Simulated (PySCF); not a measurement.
**LaO: bond curves at several levels of theory**

Aim: find the lowest electronic state of LaO, scan its bond at several levels of theory, and get bond length, wavenumber and dissociation energy from each curve.

Program: PySCF 2.14.0. Level of theory: La x2c-SVPall, O x2c-SVPall, spin-free X2C with a Gaussian nucleus. These are calculated values, not measurements.

## (1) The job

The job is set up so:

```
atoms                         : La, O
charge                        : 0
basis                         : La x2c-SVPall, O x2c-SVPall
Hamiltonian                   : spin-free X2C with a Gaussian nucleus
basis functions               : 80
electrons treated             : 65
masses in u                   : 138.9063, 15.9949
levels                        : PBE0, PBE, r²SCAN, r²SCANh, MN15, LC-ωPBE, HF, MP2, SCS-MP2, CCSD, CCSD(T)
grid                          : 80 radial by 434 angular points
occupations                   : held fixed by the projection of orbital angular momentum
dissociation limit            : La + O, each in its ground configuration
starting distance in angstrom : 2.019
values of 2S to try           : 1, 3
```

Started as:

```bash
> OMP_NUM_THREADS=2 python dia.py task.json out
```

Further steps of the session: First curve: PBE0; PBE; r²SCAN; r²SCANh; MN15 (hybrid meta-GGA); LC-ωPBE; UHF; Correlated methods on the Hartree–Fock reference.

Q: Predict the outcome of this session. Wanted: for each run, Re; ωe; De; μ.

As calculated:

Lowest PBE0 solution found, without spin–orbit coupling: ²Σ⁺ (doublet), unpaired electrons σ ↑, about 0.1 electrons in the 4f shell (Mulliken).

```
      level  Re (Å)  ωe (cm⁻¹)  De (eV)  μ (D)
        UHF   1.838        872     4.49  -3.87
   UHF-CCSD   1.860        839     7.19    n/a
UHF-CCSD(T)   1.875        801     7.44    n/a
        PBE   1.849        829     8.67  -3.26
     r²SCAN   1.845        838     8.05  -3.32
    r²SCANh   1.840        849     7.83  -3.38
       PBE0   1.833        861     7.96  -3.35
       MN15   1.822        879     7.87  -3.37
    LC-ωPBE   1.816        897     8.37  -2.90
```

De is counted to La + O in their ground configurations. A positive dipole means La(−)O(+). No constants: UHF-MP2 (the points don't follow one smooth fit); UHF-SCS-MP2 (the points don't follow one smooth fit).

Differences from CCSD(T) in the same basis:

```
   level  Re (mÅ)  ωe (%)
     UHF      -37    +8.8
UHF-CCSD      -15    +4.7
     PBE      -26    +3.5
  r²SCAN      -30    +4.7
 r²SCANh      -35    +6.0
    PBE0      -42    +7.5
    MN15      -53    +9.8
 LC-ωPBE      -59   +12.0
```

Against CCSD(T) in the same basis, the bond length is nearest at UHF-CCSD (-15 mÅ) and farthest at LC-ωPBE (-59 mÅ); the wavenumber is nearest at PBE (+3.5 %) and farthest at LC-ωPBE (+12.0 %). Hartree–Fock makes the bond too short and too stiff against this reference, as it mostly does. CCSD(T) in a basis this small is itself some way from its limit, more so than the functionals. Of the levels with a De here, UHF gives the least (4.49 eV) and PBE the most (8.67 eV).

Correlated steps freeze 19 core orbitals. These are scalar-relativistic numbers at best; spin–orbit coupling would shift them, the dissociation energy most. The state is the lowest single determinant that the PBE0 search found; with open d or f shells the true ground state can be another one. With spin–orbit coupling the term label itself may not hold.
